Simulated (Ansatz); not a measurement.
# AlAu, space group Pm-3m: a check of PAW against all-electron LAPW

Computed with the Python package of Ansatz (0.2.0).

Contents of `POSCAR_alau`:
```text
AlAu
1.0
   3.22394200    0.00000000    0.00000000
   0.00000000    3.22394200    0.00000000
   0.00000000    0.00000000    3.22394200
Al Au
1 1
Direct
   0.00000000    0.00000000    0.00000000
   0.50000000    0.50000000    0.50000000
```

Interactive session:
```pycon
>>> import ansatz as az
>>> from ase.io import read
>>> import numpy as np
>>> from tabulate import tabulate
>>> KMESH = (7, 7, 7)
>>> XC = "LDA"
>>> FILLING = "fermi_dirac"
>>> SMEARING_WIDTH = 0.1
>>> TOLERANCE = 1e-07
>>> def count_gap(report):
...     # lowest empty less highest filled band, counting bands; zero where they overlap
...     return max(report.get("gap_by_band_count_ev") or 0.0, 0.0)
...
>>> atoms = read("POSCAR_alau", format="vasp")
>>> cell = az.Crystal.from_ase(atoms)
>>> base = cell.calculation()
>>> base = base.kpoints(*KMESH, center="gamma")
>>> base = base.functional(XC)
>>> base = base.occupations(FILLING, width=SMEARING_WIDTH)
>>> base = base.scf(tolerance=TOLERANCE)
>>> base = base.stress()
>>> base = base.forces()
>>> base = base.band_table()
>>> variants = {
...     "PAW": base.pseudopotentials("paw"),
...     "LAPW": base.pseudopotentials("all_electron", lapw=True),
... }
>>> rows = []
>>> for label, variant in variants.items():
...     r = variant.run().report
...     levels = np.array(r["eigenvalues_ev"][0]) - r["fermi_energy_ev"]
...     print(label, "levels at the first k-point near E_F:", np.round(levels[np.abs(levels) < 5], 3))
...     rows.append((label, r["n_electrons"], np.trace(r["stress_gpa"]) / 3, count_gap(r)))
...
DeckWarning: basis.ecutwfc = 420 eV, auto-derived from the records' recommended cutoffs: set by Al (normal level)
DeckWarning: output.stress: scf.convergence.dr2_threshold = 1e-7 eV (the SCF's general default) is looser than the 2e-10 eV advised for a printed stress (1e-10 eV for each atom of the cell: 2). What an SCF threshold leaves in a stress goes as its square root, [...]
PAW levels at the first k-point near E_F: [-4.52  -4.52  -4.52   2.966  2.966  2.966]
LAPW levels at the first k-point near E_F: [-4.521 -4.521 -4.521  2.963  2.963  2.963]
>>> print(tabulate(rows, headers=["treatment", "electrons in bands", "P GPa", "gap by band count eV"], floatfmt=".4f", tablefmt="github"))
| treatment   |   electrons in bands |   P GPa |   gap by band count eV |
|-------------|----------------------|---------|------------------------|
| PAW         |              22.0000 | -8.4451 |                 0.0000 |
| LAPW        |              54.0000 | -8.4072 |                 0.0000 |
```

PAW gives -8.445 GPa and LAPW -8.407 GPa, 0.038 GPa apart. They took 0.6 and 6.5 s of processor time.

What to keep in mind:
- The computed bands are complete only to about 4.3 eV above the Fermi level.
- For a metal this k-point mesh is coarse: on a finer one energies can move by several to tens of meV an atom and pressures by half a GPa or more, differences at one mesh by less.
- A gap by band count of zero or less means overlapping bands, a metal.
- At these settings the cell as given stands under about -8 GPa, so it isn't at this functional's equilibrium volume.
- This cell is a computed structure, which may not be the phase found in nature.
- Gaps and levels are Kohn-Sham values on a finite set of k-points, without spin-orbit coupling.
- Warnings are shown shortened and without file and line.
- Pressure is positive in compression; the treatments may keep other shells as core, so totals and counts of electrons can differ.
- Timing: 8.1 s on 1 thread of Arm Neoverse V2 (shared host), peak memory 0.48 GiB.

(Lines on the test bed's own set-up are left out of the output.)
